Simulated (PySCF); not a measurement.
# Ne⁺: dipole response in aug-cc-pwCVDZ

Aim: the static polarisability and the C₆ coefficient of Ne⁺, method by method.

Program: PySCF 2.14.0. Level of theory: unrestricted determinants in a Gaussian basis, no spin-orbit coupling in the energies. These are calculated values, not measurements, unless marked.

**1. What is computed**

```
Element     : neon (Z = 10)
Basis       : aug-cc-pwCVDZ
Hamiltonian : the non-relativistic Hamiltonian (point nucleus)
State 1     : Ne⁺: [He] 2s2 2p5, 2P determinant
Methods     : UHF, PBE, PBE0, wB97M-V, TPSS
```

The outer shells:

Ne+ [He] 2s2 2p5
```
[He] core
2s [↑↓]
2p [↑↓][↑↓][↑ ]
```

One driver process ran all states and methods and kept the integrals in memory. Each run is shown as a PySCF script that sums up its settings (the driver passes frozen orbitals as a list and adds second-order terms of double hybrids); the logs are those of the runs themselves. The driver starts from symmetry-adapted Hartree-Fock orbitals, holds the occupation by maximum overlap and uses a logarithmic radial grid for functionals, so a plain start would take other cycles.

The integrals over 27 functions and the set-up took 0.02 s of CPU time.

**2. Ne⁺**

UHF:

File input.py:

```python
from pyscf import gto, scf, dft, mp, cc
import basis_set_exchange as bse
mol = gto.M(atom="Ne 0 0 0", charge=1, spin=1, symmetry="D2h",
            basis=gto.basis.parse(bse.get_basis("aug-cc-pwCVDZ", elements=["Ne"], fmt="nwchem")))
mf = scf.UHF(mol)
mf.irrep_nelec = {'Ag': (2, 2), 'B1u': (1, 1), 'B2u': (1, 1), 'B3u': (1, 0)}
mf.kernel()
```

The program printed:

```text
damping factor = 0
level_shift factor = 0
DIIS = <class 'pyscf.scf.diis.CDIIS'>
diis_start_cycle = 1
diis_space = 10
diis_damp = 0
SCF conv_tol = 1e-09
SCF conv_tol_grad = None
number electrons alpha = 5  beta = 4
cycle= 1 E= -127.766924322777  delta_E= -0.00333  |g|= 0.0237  |ddm|= 0.029
cycle= 2 E= -127.767041627252  delta_E= -0.000117  |g|= 0.00449  |ddm|= 0.00585
cycle= 3 E= -127.767046406464  delta_E= -4.78e-06  |g|= 0.000161  |ddm|= 0.00166
cycle= 4 E= -127.767046420358  delta_E= -1.39e-08  |g|= 5.16e-05  |ddm|= 0.000235
cycle= 5 E= -127.767046421734  delta_E= -1.38e-09  |g|= 1.54e-05  |ddm|= 8.92e-05
cycle= 6 E= -127.767046421846  delta_E= -1.11e-10  |g|= 2.19e-06  |ddm|= 3.03e-05
converged SCF energy = -127.767046421846  <S^2> = 0.75234509  2S+1 = 2.0023437
```

CPU time 0.17 s on a shared host, the integrals not counted.

The occupied shells:

| shell | electrons | mean orbital energy (eV) | spread (eV) | rms radius (bohr) |
| --- | --- | --- | --- | --- |
| 1s α | 1 | -915.97 | 0 | 0.183 |
| 1s β | 1 | -914.32 | 0 | 0.183 |
| 2s α | 1 | -74.673 | 0 | 0.948 |
| 2s β | 1 | -68.538 | 0 | 0.948 |
| 2p α | 3 | -44.977 | 3.613 | 1.00 |
| 2p β | 2 | -42.110 | 0 | 1.00 |

⟨S²⟩ = 0.752, ⟨L²⟩ = 2.01.

The driver then solved the coupled dipole response at imaginary frequencies: mean α = 1.147 bohr³ (xx, yy, zz: 1.219, 1.111, 1.111), C₆ = 2.014 au for a like pair.

PBE:

input.py, as changed from the run before:

```diff
@@ -4,3 +4,3 @@
             basis=gto.basis.parse(bse.get_basis("aug-cc-pwCVDZ", elements=["Ne"], fmt="nwchem")))
-mf = scf.UHF(mol)
+mf = dft.UKS(mol, xc="PBE")
 mf.irrep_nelec = {'Ag': (2, 2), 'B1u': (1, 1), 'B2u': (1, 1), 'B3u': (1, 0)}
```

The program printed:

```text
damping factor = 0
level_shift factor = 0
DIIS = <class 'pyscf.scf.diis.CDIIS'>
diis_start_cycle = 1
diis_space = 10
diis_damp = 0
SCF conv_tol = 1e-09
SCF conv_tol_grad = None
number electrons alpha = 5  beta = 4
XC functionals = PBE
    J. P. Perdew, K. Burke, and M. Ernzerhof.,  Phys. Rev. Lett. 77, 3865 (1996)
    J. P. Perdew, K. Burke, and M. Ernzerhof.,  Phys. Rev. Lett. 78, 1396 (1997)
    J. P. Perdew, K. Burke, and M. Ernzerhof.,  Phys. Rev. Lett. 77, 3865 (1996)
    J. P. Perdew, K. Burke, and M. Ernzerhof.,  Phys. Rev. Lett. 78, 1396 (1997)
cycle= 1 E= -128.016173440876  delta_E= -0.00503  |g|= 0.0231  |ddm|= 0.112
cycle= 2 E= -128.016211045616  delta_E= -3.76e-05  |g|= 0.0211  |ddm|= 0.0435
cycle= 3 E= -128.016302614217  delta_E= -9.16e-05  |g|= 0.000544  |ddm|= 0.0196
cycle= 4 E= -128.016302691978  delta_E= -7.78e-08  |g|= 6.01e-05  |ddm|= 0.00068
cycle= 5 E= -128.016302692941  delta_E= -9.63e-10  |g|= 1.95e-06  |ddm|= 7.54e-05
converged SCF energy = -128.016302692941  <S^2> = 0.7507544  2S+1 = 2.0007543
```

It used 0.36 s of CPU time after the integrals (shared host).

The driver then solved the coupled dipole response at imaginary frequencies: mean α = 1.237 bohr³ (xx, yy, zz: 1.288, 1.211, 1.211), C₆ = 2.196 au for a like pair.

PBE0:

input.py, as changed from the run before:

```diff
@@ -4,3 +4,3 @@
             basis=gto.basis.parse(bse.get_basis("aug-cc-pwCVDZ", elements=["Ne"], fmt="nwchem")))
-mf = dft.UKS(mol, xc="PBE")
+mf = dft.UKS(mol, xc="PBE0")
 mf.irrep_nelec = {'Ag': (2, 2), 'B1u': (1, 1), 'B2u': (1, 1), 'B3u': (1, 0)}
```

The program printed:

```text
damping factor = 0
level_shift factor = 0
DIIS = <class 'pyscf.scf.diis.CDIIS'>
diis_start_cycle = 1
diis_space = 10
diis_damp = 0
SCF conv_tol = 1e-09
SCF conv_tol_grad = None
number electrons alpha = 5  beta = 4
XC functionals = PBE0
    C. Adamo and V. Barone.,  J. Chem. Phys. 110, 6158 (1999)
    M. Ernzerhof and G. E. Scuseria.,  J. Chem. Phys. 110, 5029 (1999)
cycle= 1 E= -128.02880281192  delta_E= -0.00343  |g|= 0.0117  |ddm|= 0.073
cycle= 2 E= -128.028827445221  delta_E= -2.46e-05  |g|= 0.00617  |ddm|= 0.0159
cycle= 3 E= -128.028834804525  delta_E= -7.36e-06  |g|= 0.000984  |ddm|= 0.00669
cycle= 4 E= -128.028835026098  delta_E= -2.22e-07  |g|= 5.79e-05  |ddm|= 0.00104
cycle= 5 E= -128.028835027798  delta_E= -1.7e-09  |g|= 6.22e-06  |ddm|= 0.000122
cycle= 6 E= -128.028835027812  delta_E= -1.41e-11  |g|= 1.91e-07  |ddm|= 1.09e-05
converged SCF energy = -128.028835027812  <S^2> = 0.75102327  2S+1 = 2.001023
```

CPU time 0.43 s on a shared host, the integrals not counted.

The driver then solved the coupled dipole response at imaginary frequencies: mean α = 1.208 bohr³ (xx, yy, zz: 1.267, 1.179, 1.179), C₆ = 2.140 au for a like pair.

wB97M-V:

input.py, as changed from the run before:

```diff
@@ -4,3 +4,3 @@
             basis=gto.basis.parse(bse.get_basis("aug-cc-pwCVDZ", elements=["Ne"], fmt="nwchem")))
-mf = dft.UKS(mol, xc="PBE0")
+mf = dft.UKS(mol, xc="WB97M_V")
 mf.irrep_nelec = {'Ag': (2, 2), 'B1u': (1, 1), 'B2u': (1, 1), 'B3u': (1, 0)}
```

The program printed:

```text
damping factor = 0
level_shift factor = 0
DIIS = <class 'pyscf.scf.diis.CDIIS'>
diis_start_cycle = 1
diis_space = 10
diis_damp = 0
SCF conv_tol = 1e-09
SCF conv_tol_grad = None
number electrons alpha = 5  beta = 4
XC functionals = WB97M_V
    N. Mardirossian and M. Head-Gordon.,  J. Chem. Phys. 144, 214110 (2016)
NLC functional = WB97M_V
cycle= 1 E= -128.106661735064  delta_E= -0.00285  |g|= 0.0144  |ddm|= 0.0637
cycle= 2 E= -128.10670545488  delta_E= -4.37e-05  |g|= 0.00528  |ddm|= 0.019
cycle= 3 E= -128.106710697647  delta_E= -5.24e-06  |g|= 0.00126  |ddm|= 0.00563
cycle= 4 E= -128.106711016542  delta_E= -3.19e-07  |g|= 7.77e-05  |ddm|= 0.00131
cycle= 5 E= -128.106711019456  delta_E= -2.91e-09  |g|= 1.31e-05  |ddm|= 0.000142
cycle= 6 E= -128.106711019545  delta_E= -8.82e-11  |g|= 4.32e-07  |ddm|= 2.79e-05
converged SCF energy = -128.106711019545  <S^2> = 0.75103902  2S+1 = 2.0010387
```

It used 1.3 s of CPU time after the integrals (shared host).

The driver then solved the coupled dipole response at imaginary frequencies: mean α = 1.232 bohr³ (xx, yy, zz: 1.285, 1.206, 1.206), C₆ = 2.191 au for a like pair.

TPSS:

input.py, as changed from the run before:

```diff
@@ -4,3 +4,3 @@
             basis=gto.basis.parse(bse.get_basis("aug-cc-pwCVDZ", elements=["Ne"], fmt="nwchem")))
-mf = dft.UKS(mol, xc="WB97M_V")
+mf = dft.UKS(mol, xc="TPSS")
 mf.irrep_nelec = {'Ag': (2, 2), 'B1u': (1, 1), 'B2u': (1, 1), 'B3u': (1, 0)}
```

The program printed:

```text
damping factor = 0
level_shift factor = 0
DIIS = <class 'pyscf.scf.diis.CDIIS'>
diis_start_cycle = 1
diis_space = 10
diis_damp = 0
SCF conv_tol = 1e-09
SCF conv_tol_grad = None
number electrons alpha = 5  beta = 4
XC functionals = TPSS
    J. Tao, J. P. Perdew, V. N. Staroverov, and G. E. Scuseria.,  Phys. Rev. Lett. 91, 146401 (2003)
    J. P. Perdew, J. Tao, V. N. Staroverov, and G. E. Scuseria.,  J. Chem. Phys. 120, 6898 (2004)
    J. Tao, J. P. Perdew, V. N. Staroverov, and G. E. Scuseria.,  Phys. Rev. Lett. 91, 146401 (2003)
    J. P. Perdew, J. Tao, V. N. Staroverov, and G. E. Scuseria.,  J. Chem. Phys. 120, 6898 (2004)
cycle= 1 E= -128.137830451409  delta_E= -0.00385  |g|= 0.0101  |ddm|= 0.0772
cycle= 2 E= -128.137844420958  delta_E= -1.4e-05  |g|= 0.00765  |ddm|= 0.0169
cycle= 3 E= -128.137856671167  delta_E= -1.23e-05  |g|= 0.00054  |ddm|= 0.00778
cycle= 4 E= -128.137856723976  delta_E= -5.28e-08  |g|= 5.86e-05  |ddm|= 0.000494
cycle= 5 E= -128.137856725021  delta_E= -1.05e-09  |g|= 2.39e-06  |ddm|= 8.55e-05
cycle= 6 E= -128.137856725024  delta_E= -2.67e-12  |g|= 9.73e-08  |ddm|= 5.37e-06
converged SCF energy = -128.137856725024  <S^2> = 0.75091647  2S+1 = 2.0009163
```

CPU time 0.99 s on a shared host, the integrals not counted.

The driver then solved the coupled dipole response at imaginary frequencies: mean α = 1.231 bohr³ (xx, yy, zz: 1.281, 1.206, 1.206), C₆ = 2.198 au for a like pair.

Radial density 4πr²ρ of Ne⁺ at UHF:

| r (bohr) | density | spin density |
| --- | --- | --- |
| 0.00201 | 0.0301 | 0.000 |
| 0.00339 | 0.0836 | 0.000 |
| 0.00570 | 0.227 | 0.000 |
| 0.00958 | 0.592 | 0.000 |
| 0.0161 | 1.47 | 0.000 |
| 0.0271 | 3.34 | 0.000 |
| 0.0456 | 6.57 | 0.002 |
| 0.0767 | 10.1 | 0.015 |
| 0.129 | 10.4 | 0.081 |
| 0.217 | 6.57 | 0.315 |
| 0.365 | 5.37 | 0.800 |
| 0.614 | 7.62 | 1.133 |
| 1.03 | 4.87 | 0.657 |
| 1.74 | 0.912 | 0.099 |
| 2.92 | 0.0335 | 0.003 |
| 4.91 | 2.54e-05 | 0.000 |

**3. The response side by side**

Ne⁺, in atomic units:

| method | mean α | C₆ (like pair) | S(−4) |
| --- | --- | --- | --- |
| UHF | 1.147 | 2.014 | 0.3853 |
| PBE | 1.237 | 2.196 | 0.5167 |
| PBE0 | 1.208 | 2.140 | 0.4691 |
| wB97M-V | 1.232 | 2.191 | 0.5045 |
| TPSS | 1.231 | 2.198 | 0.4970 |

α(iu) at TPSS:

| u (hartree) | α(iu) (bohr³) |
| --- | --- |
| 0 | 1.231 |
| 0.0500 | 1.230 |
| 0.100 | 1.226 |
| 0.200 | 1.212 |
| 0.300 | 1.189 |
| 0.500 | 1.126 |
| 0.750 | 1.030 |
| 1.00 | 0.9309 |
| 1.50 | 0.7489 |
| 2.00 | 0.5994 |
| 3.00 | 0.3913 |
| 5.00 | 0.1927 |

**4. Summary of results**

| quantity | value |
| --- | --- |
| α of Ne⁺ | 1.147 (UHF) to 1.237 (PBE) bohr³ |

**Reading.** A single London oscillator with the computed α and C₆ of Ne⁺ at UHF would have ω = 4 C₆ / (3 α²) = 2.04 hartree. The basis is finite, and no extrapolation was made.
